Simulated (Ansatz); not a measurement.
# AlRu: the cost of one run

Method: DFT PBEsol, all-electron LAPW, scalar-relativistic unless said, in Ansatz 0.2.0.

3 further runs of the same task are left out: 1 that didn't finish, 2 set aside as unsound or not needed.

**1. The starting structure**

Symmetry: Pm-3m, No. 221, cubic system. Conventional cell: a = 2.977 Å, b = 2.977 Å, c = 2.977 Å, α = 90.00°, β = 90.00°, γ = 90.00°. Al (site symmetry m-3m) has 8 Ru at 2.58 Å as nearest neighbours. Ru (site symmetry m-3m) has 8 Al at 2.58 Å as nearest neighbours.

Coordinates:

```cif
data_structure
_symmetry_space_group_name_H-M 'P 1'
_symmetry_Int_Tables_number 1
_cell_length_a 2.9767
_cell_length_b 2.9767
_cell_length_c 2.9767
_cell_angle_alpha 90.000
_cell_angle_beta 90.000
_cell_angle_gamma 90.000
_cell_volume 26.37
loop_
_atom_site_label
_atom_site_type_symbol
_atom_site_fract_x
_atom_site_fract_y
_atom_site_fract_z
_atom_site_occupancy
Al1 Al 0.00000 0.00000 0.00000 1
Ru1 Ru 0.50000 0.50000 0.50000 1
```

Cartesian axes are those of the input's lattice vectors. The structure goes back to a database entry.

**2. Reference run, LAPW**

Contents of input.yaml:

```yaml
crystal:
  lattice:
    - [2.9766615466, 0.0, 0.0]
    - [0.0, 2.9766615466, 0.0]
    - [0.0, 0.0, 2.9766615466]
  atoms:
    - { symbol: Al, position: [0.0, 0.0, 0.0] }
    - { symbol: Ru, position: [0.5, 0.5, 0.5] }
kpoints:
  mp_grid: { grid: [12, 12, 12] }
scf:
  occupations: { method: fermi_dirac, width: 0.1 }
hamiltonian:
  xc: pbesol
  pseudopotentials: { kind: all_electron, lapw: { basis_error: 0.001 } }
phonons:
  qmesh: [2, 2, 2]
  qpath:
    path:
      - [0.0, 0.0, 0.0]
      - [0.0, 0.5, 0.0]
      - [0.5, 0.5, 0.0]
      - [0.0, 0.0, 0.0]
      - [0.5, 0.5, 0.5]
      - [0.0, 0.5, 0.0]
      - [0.5, 0.5, 0.5]
      - [0.5, 0.5, 0.0]
    npoints: 6
  temperatures: { t_min: 0, t_max: 1000, t_step: 100 }
```

Command:

```
$ ansatz run input.yaml --threads 1 --pin off --max-ram 3072MiB --backend cpu --events-out ev --progress --plain --runs-dir out
```

What time and memory should one allow on 1 thread of Intel Xeon Platinum 8488C (Sapphire Rapids), shared host?

About 18 min, with a peak of 1.6 GiB.
